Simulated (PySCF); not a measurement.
# GeH7NSSi: the cost of one run

Computed with PySCF 2.14.0, with density-fitted response routines of our own, on a single molecule in the gas phase. Atoms count from 0, in the outputs and in this text.

### 1 The starting structure

11 atoms, charge 0, multiplicity 1; geometry from: GFN2-xTB. The atoms were then displaced at random by about 0.01 Å, so the start is not that level's minimum.

Bonds of the start (Å): N0–Ge1 1.80, Ge1–S2 2.18, S2–Si3 2.18, N0–H4 1.02, N0–H5 1.03, Ge1–H6 1.51, Ge1–H7 1.51, Si3–H8 1.45, Si3–H9 1.43, Si3–H10 1.46.

### 2 Geometry optimisation at PBE0-D3(BJ)/def2-SVP

The job: settings as JSON, then the geometry in Å.

```
{"job": {"xc": "PBE0", "basis": "def2-SVP", "d3": "d3bj", "grid": 1, "shake": 0.01, "kind": "geom"}, "charge": 0, "multiplicity": 1}
N     -1.507070     0.707640    -0.689740
Ge    -1.139170    -0.587600     0.497890
S      0.749200    -0.062810     1.461300
Si     2.077650     0.048510    -0.261880
H     -1.514440     1.671870    -0.345350
H     -2.382240     0.616790    -1.226790
H     -2.129610    -0.789780     1.618580
H     -1.033910    -1.833020    -0.340660
H      1.946640    -1.210460    -0.966810
H      3.346450     0.245690     0.360740
H      1.624620     1.167350    -1.083030
```

Launch:

```bash
$ OMP_NUM_THREADS=1 python probes_run.py task.json out
```

This one command runs all jobs of the session in turn.

**Question.** How long does this first job take on 1 thread of Arm Neoverse V1, shared host, and how much memory does it need?

About 82 s, with a peak of 0.5 GiB.
